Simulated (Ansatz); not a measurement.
Write a Python script for the Ansatz DFT code, driven from Python that makes a ladder of methods at one geometry of ClH6NOSi2, SMILES N[SiH](Cl)O[SiH3]. Use (for the species named): LDA, cc-pVDZ basis, multiplicity 1. The script varies functional: lda, lc_wpbe, b3lyp, blyp, r2scan0, pbe0.

```csv
atom,x (Å),y (Å),z (Å)
N,-0.3351,1.3625,1.7657
Si,-0.2801,-0.0892,0.9732
Cl,1.1841,-1.1513,1.8410
O,0.2546,0.2414,-0.5711
Si,0.1698,-0.5374,-2.0502
H,0.4783,1.9274,1.5653
H,-0.3691,1.2456,2.7602
H,-1.5200,-0.7915,1.0695
H,0.7914,0.3641,-3.0124
H,0.9322,-1.7970,-1.9194
H,-1.2407,-0.8316,-2.4011
```

`clh6nosi2.py`
```python
"""One geometry of ClH6NOSi2, method by method."""

from pathlib import Path
import logging
import sys

import ansatz as az
import numpy as np

logging.basicConfig(stream=sys.stdout, format="%(levelname)s:%(name)s:%(message)s")
log = logging.getLogger("ansatz_job")
log.setLevel(logging.INFO)


def main() -> None:
    mol = (
        az.Crystal.molecule()
        .atom("N", [-0.3351, 1.3625, 1.7657])
        .atom("Si", [-0.2801, -0.0892, 0.9732])
        .atom("Cl", [1.1841, -1.1513, 1.841])
        .atom("O", [0.2546, 0.2414, -0.5711])
        .atom("Si", [0.1698, -0.5374, -2.0502])
        .atom("H", [0.4783, 1.9274, 1.5653])
        .atom("H", [-0.3691, 1.2456, 2.7602])
        .atom("H", [-1.52, -0.7915, 1.0695])
        .atom("H", [0.7914, 0.3641, -3.0124])
        .atom("H", [0.9322, -1.797, -1.9194])
        .atom("H", [-1.2407, -0.8316, -2.4011])
    )

    model = mol.calculation().basis(gaussian="cc-pVDZ")

    log.info("functional    E (Ha)        dipole (D)   HOMO (eV)  LUMO (eV)")
    for name in ["lda", "lc_wpbe", "b3lyp", "blyp", "r2scan0", "pbe0"]:
        rep = model.functional(name).forces().orbitals().run(runs_dir="runs").report
        lines = Path(rep["orbitals_path"]).read_text().splitlines()
        field_of = lambda key: [line.split("=")[1].strip() for line in lines if line.startswith(key)]
        orbitals = [(27.211386 * float(e), s, float(n)) for e, s, n in zip(field_of("Ene="), field_of("Spin="), field_of("Occup="))]
        homo = max(e for e, _, n in orbitals if n > 0.5)
        lumo = min(e for e, _, n in orbitals if n < 0.5)
        dipole = 4.803205 * np.linalg.norm(rep["charge_distribution"]["dipole_moment_e_ang"])
        log.info(f"{name:10s} {rep['free_energy_ev'] / 27.211386246:14.6f} {dipole:9.3f} {homo:11.3f} {lumo:10.3f}")


if __name__ == "__main__":
    main()
```

Output of `python clh6nosi2.py`:
```text
INFO:ansatz_job:functional    E (Ha)        dipole (D)   HOMO (eV)  LUMO (eV)
INFO:ansatz_job:lda          -1168.058663     0.758      -6.326     -0.771
INFO:ansatz_job:lc_wpbe      -1172.522131     0.769     -10.597      2.675
INFO:ansatz_job:b3lyp        -1172.960980     0.734      -7.421      0.210
INFO:ansatz_job:blyp         -1172.839416     0.749      -6.024     -0.318
INFO:ansatz_job:r2scan0      -1172.736321     0.773      -8.002      0.586
INFO:ansatz_job:pbe0         -1172.366789     0.760      -7.746      0.377
```

Caveats:
- Total energies depend on the basis set; only differences at equal settings carry meaning.
- The geometry is a force-field or estimated start, not a minimum of this method, and the basis set is short of its limit. A lower total doesn't mark the better method: functionals have no common bound, and MP2 and coupled cluster aren't variational.
- b3lyp holds the VWN-RPA fit, as in Gaussian; the form of ORCA and Turbomole is b3lyp5.
- Levels such as HOMO and LUMO are orbital energies: with these approximate functionals they aren't the ionisation energy and electron affinity, and their gap isn't the fundamental gap.
- For Al to Cl the sets with a tight d function, cc-pV(X+d)Z, are usual.
- It ran for 46 s on 1 thread of Arm Neoverse V1, on a shared host, peak memory 0.35 GiB.
